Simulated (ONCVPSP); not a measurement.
# An ONCV potential for V, from input to tests

Task: generate the file, and judge it by its errors in other configurations, its logarithmic derivatives, its ghosts and its cutoff.

The numbers are computed with ONCVPSP 4.0.1 (PBEsol, scalar-relativistic, spin-unpolarised reference atom).

**1. Starting point**

Typed settings, in words:

```json
{
  "element": "vanadium (V, Z = 23)",
  "type": "optimised norm-conserving Vanderbilt (ONCV)",
  "frozen core": "[Ne]",
  "valence charge": "13",
  "reference configuration": "3s2 3p6 3d3 4s2",
  "partial waves": "3s+4s: rc 1.45 bohr, ncon 4, nbas 7, qcut 6.3 1/bohr, 2 projectors; 3p: rc 1.00 bohr, ncon 4, nbas 8, qcut 7.7 1/bohr, 2 projectors, debl 3.4 Ha; 3d: rc 2.10 bohr, ncon 4, nbas 8, qcut 6.1 1/bohr, 3 projectors, debl 3.6 Ha; f scattering state at 0.13 Ha: rc 2.30 bohr, ncon 4, nbas 8, qcut 5.1 1/bohr, 2 projectors, debl 3.9 Ha",
  "local potential": "polynomial inside 0.75 bohr (lpopt 5, dvloc0 0 Ha)",
  "core correction": "polynomial model core, fcfact 0.25"
}
```

An earlier all-electron run gives the scale for the radii.

All-electron outer shells of the reference configuration (PBEsol, scalar-relativistic, ld1.x):

```
shell  level (eV)  outermost node (bohr)  outermost maximum (bohr)
   2p     -502.79                      –                      0.21
   3s      -70.03                   0.38                      0.82
   3p      -43.95                   0.35                      0.84
   3d       -5.18                      –                      0.90
   4s       -4.72                   1.17                      2.76
   4p       -1.43                   1.30                      3.63
```

**2. The generation run**

Contents of V.dat:

```
# ATOM AND REFERENCE CONFIGURATION
# atsym  z   nc   nv     iexc    psfile
  V 23.00    3    4  -116133      upf
#
#   n    l    f
    1    0    2.00
    2    0    2.00
    2    1    6.00
    3    0    2.00
    3    1    6.00
    3    2    3.00
    4    0    2.00
#
# PSEUDOPOTENTIAL AND OPTIMIZATION
# lmax
    3
#
#   l,   rc,      ep,       ncon, nbas, qcut
    0    1.45    0.00    4    7    6.30
    1    1.00    0.00    4    8    7.70
    2    2.10    0.00    4    8    6.10
    3    2.30    0.13    4    8    5.10
#
# LOCAL POTENTIAL
# lloc, lpopt,  rc(5),   dvloc0
    4    5    0.75    0.00
#
# VANDERBILT-KLEINMAN-BYLANDER PROJECTORs
# l, nproj, debl
    0    2    0.90
    1    2    3.40
    2    3    3.60
    3    2    3.90
#
# MODEL CORE CHARGE
# icmod, fcfact, rcfact
    1    0.25    0.00
#
# LOG DERIVATIVE ANALYSIS
# epsh1, epsh2, depsh
   -4.00    5.00    0.02
#
# OUTPUT GRID
# rlmax, drl
    6.00    0.01
#
# TEST CONFIGURATIONS
# ncnf
    4
# nvcnf
#   n    l    f
    4
    3    0    2.00
    3    1    6.00
    3    2    3.00
    4    0    1.00
#
    4
    3    0    2.00
    3    1    6.00
    3    2    3.00
    4    0    0.00
#
    4
    3    0    2.00
    3    1    6.00
    3    2    2.00
    4    0    0.00
#
    5
    3    0    2.00
    3    1    6.00
    3    2    3.00
    4    0    1.00
    4    1    1.00
#
```

Started as:

```console
$ oncvpsp.x < V.dat > V.out
```

Before running it: what results should come out? Wanted: cutoffs for 1 and 0.1 mHa per electron, occupied waves; bound ghosts; GHOST(+) flags; largest test error; largest phase difference near zero energy, channels read; rms error of d²Exc/dn², without and with the model core.

The runs gave:

| quantity | value |
| --- | --- |
| cutoffs for 1 and 0.1 mHa per electron, occupied waves | 24 Ha and 173 Ha |
| bound ghosts | d at -8990.24 eV, f at -2151.22 eV |
| GHOST(+) flags | s at 200 eV |
| largest test error (AE − PS) | +160 meV, for 3s2 3p6 3d2 4s0 |
| largest phase difference near zero energy, channels read | 0.001 rad |
| rms error of d²Exc/dn², without and with the model core | 2.61 and 1.60 mHa |

**Reading.** A bound ghost (d, f) makes it unfit for use: electrons can fall into a state that the atom doesn't have. By total energies transferability is poor: the largest error is 160 meV on 50.8 eV, for 3s2 3p6 3d2 4s0. That test lies far up in energy; among those under 40 eV, nearer to bonding, the largest error is 4.3 meV. By its cutoff, 24 Ha for the looser tolerance, it is of middling hardness. The tighter tolerance needs 173 Ha, and converged work needs a cutoff nearer that. At the looser tolerance the 3p wave is the slowest; 3s needs 18 Ha. Near zero energy the phases of the channels with partial waves agree within 0.001 rad. The program also flags highly localised states, GHOST(+) (s).
